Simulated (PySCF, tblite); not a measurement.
# C₅H₅FNO₂ radical: geometry, infrared bands and EPR parameters

What infrared bands and EPR parameters should C₅H₅FNO₂ radical (`COC1=C(F)CC(=O)[N]1`) show?

Computed with tblite 0.8.0 and PySCF 2.14.0, with density-fitted response routines of our own, on a single molecule in the gas phase. Atoms are numbered from 0 throughout.

**1. The molecule as given**

14 atoms, charge 0, multiplicity 2; geometry from: force field or distance geometry start.

Bonds of the start (Å): C0–O1 1.44, O1–C2 1.37, C2–C3 1.32, C3–F4 1.35, C3–C5 1.48, C5–C6 1.54, C6–O7 1.22, C6–N8 1.35, N8–C2 1.35, C0–H9 1.08, C0–H10 1.09, C0–H11 1.10, C5–H12 1.10, C5–H13 1.09.

**2. Geometry optimisation with GFN2-xTB**

Job settings and geometry (Å):

```
{"job": {"kind": "relax", "xc": "GFN2-xTB", "basis": "xTB"}, "charge": 0, "multiplicity": 2}
C      2.386400     0.183100    -0.467900
O      1.192300     0.502200    -1.200000
C      0.016400     0.234200    -0.560500
C     -0.203700    -0.268000     0.641800
F      0.719300    -0.660500     1.552800
C     -1.669900    -0.350500     0.839000
C     -2.131000     0.225400    -0.507800
O     -3.319200     0.346700    -0.769500
N     -1.079400     0.546600    -1.287600
H      3.231000     0.446600    -1.090000
H      2.434400    -0.887800    -0.253400
H      2.441300     0.773500     0.454200
H     -2.010100     0.287700     1.672400
H     -2.008400    -1.379900     0.954200
```

Run with:

```sh
> OMP_NUM_THREADS=1 python probes_run.py task.json out
```

This one command runs all jobs of the session in turn.

**Question.** This job is followed by: GFN2-xTB harmonic vibrations, gas phase; UKS B3LYP, pcH-1 on C F H N O, non-relativistic, mean-field spin-orbit, GIAO. What will the session give for the following? strongest single infrared mode (GFN2-xTB); zero-point energy (GFN2-xTB); g(iso) (B3LYP); ⟨S²⟩; largest a(iso) (averaged by class); surface potential, 1st and 99th percentile.

As calculated:

| quantity | value |
| --- | --- |
| strongest single infrared mode (GFN2-xTB) | 1513 cm⁻¹, 761 km/mol |
| zero-point energy (GFN2-xTB) | 59.0 kcal/mol |
| g(iso) (B3LYP) | 2.00459 |
| ⟨S²⟩ | 0.766 (exact 0.75) |
| largest a(iso) (averaged by class) | 19F on F4, 117.9 MHz |
| surface potential, 1st and 99th percentile | -2.03 V and 1.41 V |

What this shows: The optimisation took 23 steps and gained 0.319 eV; among the close pairs (by a distance rule), C2–C3 changed most, from 1.321 to 1.412 Å. No mode is imaginary among the 36: a minimum at this level. The strongest single mode, at 1513 cm⁻¹, moves mainly C2. GFN2-xTB is a fitted tight-binding method: band positions and strengths are rough. Its intensities can rank the bands wrongly. C3 carries the largest spin population, 0.63 e. The isotropic g lies 2.3 ppt above the free-electron value.
